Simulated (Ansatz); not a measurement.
# AlH3STe: single points off equilibrium

A test off equilibrium: a structure displaced at random from a GFN2-xTB minimum is computed at several levels, and each is set against CCSD(T).

Method: single points in def2-TZVPP; program: Ansatz 0.2.0, Gaussian basis.

Correlated methods freeze the cores. Filled d shells of the heavier atoms are correlated. Core potentials replace the inner electrons past krypton, and spin-orbit coupling is left out.

## Step 1: Where the work starts

6 atoms, charge 0, spin multiplicity 1.

Atoms are counted from 1 here; the program's logs count them from 0.

Bond lengths: S1–Al2 2.090 Å, S1–H4 1.302 Å, Al2–Te3 2.433 Å, Al2–H5 1.664 Å, Te3–H6 1.678 Å. Angles: Al2–S1–H4 93.2°, S1–Al2–Te3 125.6°, S1–Al2–H5 107.4°, Te3–Al2–H5 127.0°, Al2–Te3–H6 80.5°.

Geometry (Å):

```csv
atom,x (Å),y (Å),z (Å)
S1,1.1643,0.0085,-1.3024
Al2,-0.4818,-0.0333,-0.0155
Te3,-0.3895,-0.3826,2.3906
H4,0.4294,-0.1582,-2.3647
H5,-1.8423,0.2202,-0.9396
H6,1.1247,0.2985,2.1507
```

## Step 2: CCSD(T)/def2-TZVPP

run/in.yaml reads:

```yaml
crystal:
  periodic: [false, false, false]
  atoms:
    - {symbol: S, position_ang: [1.164300, 0.008500, -1.302400]}
    - {symbol: Al, position_ang: [-0.481800, -0.033300, -0.015500]}
    - {symbol: Te, position_ang: [-0.389500, -0.382600, 2.390600]}
    - {symbol: H, position_ang: [0.429400, -0.158200, -2.364700]}
    - {symbol: H, position_ang: [-1.842300, 0.220200, -0.939600]}
    - {symbol: H, position_ang: [1.124700, 0.298500, 2.150700]}
basis:
  gaussian: {orbitals: def2-TZVPP}
correlation: {method: ccsd_t}
output: {forces: true}
```

The command line of these runs was not kept.

## Step 3: PBE0-D4/def2-TZVPP

run/in.yaml: that of step 2 with these lines changed.

```diff
@@ -11,3 +11,3 @@
   gaussian: {orbitals: def2-TZVPP}
-correlation: {method: ccsd_t}
-output: {forces: true}
+hamiltonian: {xc: pbe0, dispersion: d4}
+output: {forces: true, orbitals: {seedname: orbitals}}
```

## Step 4: wB97M-V/def2-TZVPP

run/in.yaml: that of step 3 with these lines changed.

```diff
@@ -11,3 +11,3 @@
   gaussian: {orbitals: def2-TZVPP}
-hamiltonian: {xc: pbe0, dispersion: d4}
-output: {forces: true, orbitals: {seedname: orbitals}}
+hamiltonian: {xc: {name: wB97M-V}}
+output: {forces: true}
```

## Step 5: r2SCAN-D4/def2-TZVPP

run/in.yaml: that of step 4 with these lines changed.

```diff
@@ -11,3 +11,3 @@
   gaussian: {orbitals: def2-TZVPP}
-hamiltonian: {xc: {name: wB97M-V}}
+hamiltonian: {xc: r2scan, dispersion: d4}
 output: {forces: true}
```

## Step 6: PBE-D4/def2-TZVPP

run/in.yaml: that of step 5 with these lines changed.

```diff
@@ -11,3 +11,3 @@
   gaussian: {orbitals: def2-TZVPP}
-hamiltonian: {xc: r2scan, dispersion: d4}
+hamiltonian: {xc: pbe, dispersion: d4}
 output: {forces: true}
```

## Step 7: revPBE-D4/def2-TZVPP

run/in.yaml: that of step 6 with these lines changed.

```diff
@@ -11,3 +11,3 @@
   gaussian: {orbitals: def2-TZVPP}
-hamiltonian: {xc: pbe, dispersion: d4}
+hamiltonian: {xc: {name: revPBE}, dispersion: d4}
 output: {forces: true}
```

## Step 8: B97M-V/def2-TZVPP

run/in.yaml: that of step 7 with these lines changed.

```diff
@@ -11,3 +11,3 @@
   gaussian: {orbitals: def2-TZVPP}
-hamiltonian: {xc: {name: revPBE}, dispersion: d4}
+hamiltonian: {xc: {name: B97M-V}}
 output: {forces: true}
```

(Steps that only read results are left out.)

Q: Predict the outcome of this session. Wanted: energy less free atoms, CCSD(T)/def2-TZVPP; RMS force component; RMS force error; HOMO and LUMO, PBE0-D4; T1 diagnostic.

**Answer**, as computed:

| quantity | value |
| --- | --- |
| energy less free atoms, CCSD(T)/def2-TZVPP | -1473.5 kJ/mol |
| RMS force component | 0.901 to 1.009 eV/Å over the methods |
| RMS force error | PBE0-D4 0.076, wB97M-V 0.063, r2SCAN-D4 0.070, PBE-D4 0.178, revPBE-D4 0.193, B97M-V 0.097 eV/Å |
| HOMO and LUMO, PBE0-D4 | -7.02 and -1.28 eV |
| T1 diagnostic | 0.011 |

In words: Against CCSD(T) the functionals' energies less atoms differ by -71.9 to -5.9 kJ/mol, PBE-D4 by -41.8 kJ/mol. A larger basis would deepen the CCSD(T) value, while the functionals are nearly converged already, so the order here is not reliable. For forces wB97M-V does best and revPBE-D4 worst. Frozen-core CCSD(T) forces in triple zeta carry basis errors of their own, and this is one geometry, so small gaps rank nothing.
